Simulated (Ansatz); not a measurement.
**CH6OSi2: rigid torsion scan in Python**

Program: Ansatz 0.2.0, driven from Python. Level of theory: Hartree-Fock/def2-SVP. These are calculated values, not measurements.

**1. Starting point**

Bond lengths: C1–Si2 1.782 Å, Si2–O3 1.648 Å, O3–Si4 1.633 Å, C1–H5 1.098 Å, C1–H6 1.145 Å, C1–H7 1.127 Å, Si4–H8 1.516 Å, Si4–H9 1.526 Å, Si4–H10 1.431 Å. Angles: C1–Si2–O3 112.6°, Si2–C1–H5 115.7°, Si2–C1–H6 112.9°, Si2–C1–H7 112.1°, H5–C1–H6 106.3°, H5–C1–H7 106.1°, H6–C1–H7 102.6°, Si2–O3–Si4 141.4°, O3–Si4–H8 105.6°, O3–Si4–H9 110.5°, O3–Si4–H10 113.9°, H8–Si4–H9 107.0°, H8–Si4–H10 108.0°, H9–Si4–H10 111.4°.

The script holds or builds the structure itself.

**2. The code**

torsion.py reads:

```python
'''Rigid torsion scan of CH6OSi2.'''

import ansatz
from ase import Atoms

BASIS = 'def2-SVP'
FUNCTIONAL = 'hf'
FORCE_TOL = 0.02

atoms = Atoms(['C', 'Si', 'O', 'Si', 'H', 'H', 'H', 'H', 'H', 'H'], positions=[
    [-0.5833, 1.4438, -1.2727],
    [0.9785, 1.0286, -0.5212],
    [0.8079, 0.0679, 0.8065],
    [0.5678, -1.4904, 1.2308],
    [-1.1737, 0.5952, -1.643],
    [-1.2723, 2.0334, -0.5732],
    [-0.4613, 2.1448, -2.1462],
    [-0.8305, -1.8315, 0.7556],
    [0.5698, -1.6368, 2.7498],
    [1.4803, -2.4062, 0.6165],
])

# relax first, so that the scan starts from a minimum
first = (
    ansatz.Crystal.molecule_from_ase(atoms).calculation()
    .basis(gaussian=BASIS)
    .functional(FUNCTIONAL)
    .relax(force_tolerance=FORCE_TOL, max_steps=80)
)
atoms.positions = first.run(threads=1).report['positions_ang']

start = atoms.get_dihedral(1, 2, 3, 7)
energies = {}
for turn in range(0, 121, 20):
    turned = atoms.copy()
    turned.set_dihedral(1, 2, 3, 7, start + turn, indices=[3, 7, 8, 9])
    model = (
        ansatz.Crystal.molecule_from_ase(turned).calculation()
        .basis(gaussian=BASIS)
        .functional(FUNCTIONAL)
    )
    energies[round((start + turn) % 360)] = model.run(threads=1).report['free_energy_ev']
floor = min(energies.values())
print('dihedral Si1-O2-Si3-H7 (deg)   E - E(min) (kJ/mol)')
for angle, e in sorted(energies.items()):
    print(f'{angle:8d} {96.485332 * (e - floor):14.3f}  ' + '#' * int(30 * (e - floor) / max(max(energies.values()) - floor, 1e-9)))
```

**3. The input behind the calls**

The package turns the script's settings into the engine's input (first run):

```yaml
crystal:
  periodic: [false, false, false]
  atoms:
    - { symbol: C, position_ang: [-0.5833, 1.4438, -1.2727] }
    - { symbol: Si, position_ang: [0.9785, 1.0286, -0.5212] }
    - { symbol: O, position_ang: [0.8079, 0.0679, 0.8065] }
    - { symbol: Si, position_ang: [0.5678, -1.4904, 1.2308] }
    - { symbol: H, position_ang: [-1.1737, 0.5952, -1.643] }
    - { symbol: H, position_ang: [-1.2723, 2.0334, -0.5732] }
    - { symbol: H, position_ang: [-0.4613, 2.1448, -2.1462] }
    - { symbol: H, position_ang: [-0.8305, -1.8315, 0.7556] }
    - { symbol: H, position_ang: [0.5698, -1.6368, 2.7498] }
    - { symbol: H, position_ang: [1.4803, -2.4062, 0.6165] }
basis:
  gaussian:
    orbitals: def2-SVP
hamiltonian:
  xc: hf
relax:
  f_tol: 0.02
  max_steps: 80
```

**4. Launch**

Command:

```sh
$ python torsion.py
```

**Question.** How long does this script take on 1 thread of Arm Neoverse V1, shared host, and how much memory does it need?

About 80 s, with a peak of 0.24 GiB.
